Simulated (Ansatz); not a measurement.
**GeCl₂+ (doublet): the correlation ladder, cc-pVDZ**

An exercise on one series of results from a longer session: the logs are not shown, and one member is left open.

Computed with Ansatz 0.2.0, Gaussian basis. Level: cc-pVDZ, core rule «outside noble gas», up to 24 orbitals frozen.

Plan: UHF; CCSD(T) on ROHF; CCSD(T) on UHF; BCCD(T) on ROHF; CISD; CCSDT(Q) on ROHF; CCSDT(Q) on UHF; CASSCF and MRCISD+Q, 17 electrons in 12 orbitals; CASSCF and NEVPT2, 17 electrons in 12 orbitals.

3 further runs of the same task are left out: 3 set aside as unsound or not needed.

### What is computed

The geometry is a PBE0/def2-TZVP stationary point (not a proven minimum) of the parent state, kept for this charge and spin. No spin-orbit coupling is included. The filled d shell of Ge may be among the frozen orbitals whatever the setting's name suggests; the logs give the count.

3 atoms, charge 1, spin multiplicity 2.

Atoms are counted from 1 here; the program's logs count them from 0.

Bond lengths: Ge1–Cl2 2.182 Å, Ge1–Cl3 2.182 Å. Angles: Cl2–Ge1–Cl3 100.1°.

Set-up of the first run:

Contents of in.yaml:

```yaml
crystal:
  periodic: [false, false, false]
  atoms:
    - {symbol: Ge, position_ang: [0.000000, -0.691972, 0.000000]}
    - {symbol: Cl, position_ang: [0.000000, 0.708894, -1.673035]}
    - {symbol: Cl, position_ang: [0.000000, 0.708894, 1.673035]}
basis:
  gaussian: {orbitals: cc-pVDZ}
total_charge: 1
magnetization: {spin_polarized: true, initial_magnetization: 1}
hamiltonian: {xc: hf}
output: {orbitals: {seedname: orbitals}}
```

On the command line:

```bash
$ ansatz run in.yaml --threads 1 --pin off --events-out ev --progress --plain --max-ram 2816MiB --backend cpu
```

Among the steps run: UHF; CCSD(T) on ROHF; CCSD(T) on UHF; BCCD(T) on ROHF; CISD; CCSDT(Q) on ROHF; CCSDT(Q) on UHF; CASSCF and MRCISD+Q, 17 electrons in 12 orbitals; CASSCF and NEVPT2, 17 electrons in 12 orbitals.

One table of the session follows, with a row left open; its other results are not shown here.

| method | from UCCSDT(Q) (kcal/mol) |
| --- | --- |
| ROHF | +237.21 |
| UHF | +233.23 |
| RMP2 | +29.03 |
| UMP2 | +29.53 |
| CISD | +35.62 |
| RCCSD | ? |
| UCCSD | +9.40 |
| RCCSD(T) | +1.83 |
| UCCSD(T) | +1.84 |
| BCCD(T) | +1.83 |
| RCCSDT | +0.91 |
| UCCSDT | +0.82 |
| RCCSDT(Q) | +0.25 |
| UCCSDT(Q) | 0 |
| CASSCF valence | +194.96 |
| NEVPT2 valence | +39.55 |
| MRCISD valence | +21.36 |
| MRCISD+Q valence | +2.30 |

Q: Estimate the row for RCCSD from the others.

The run gave: from UCCSDT(Q) (kcal/mol): +9.69. In the column «from UCCSDT(Q) (kcal/mol)» it lies between UCCSD (+9.40) and MRCISD valence (+21.36).

Some runs used a GPU and others CPU threads alone; cost is compared among the CPU runs only.

Among the levels timed on like hardware, those that no quicker one beats, quickest first: CISD (16 s, +35.62 kcal/mol); UCCSD(T) (22 s, +1.84 kcal/mol); BCCD(T) (26 s, +1.83 kcal/mol); RCCSD(T) (29 s, +1.83 kcal/mol).

Limits of these values: Of the multireference levels listed MRCISD+Q valence comes nearest in total energy (+2.30 kcal/mol), which doesn't show that its space is the better one. Restricted and unrestricted rows rest on different reference determinants; where their highest levels disagree by more than a few hundredths of an eV, they describe different states and don't form one ladder.
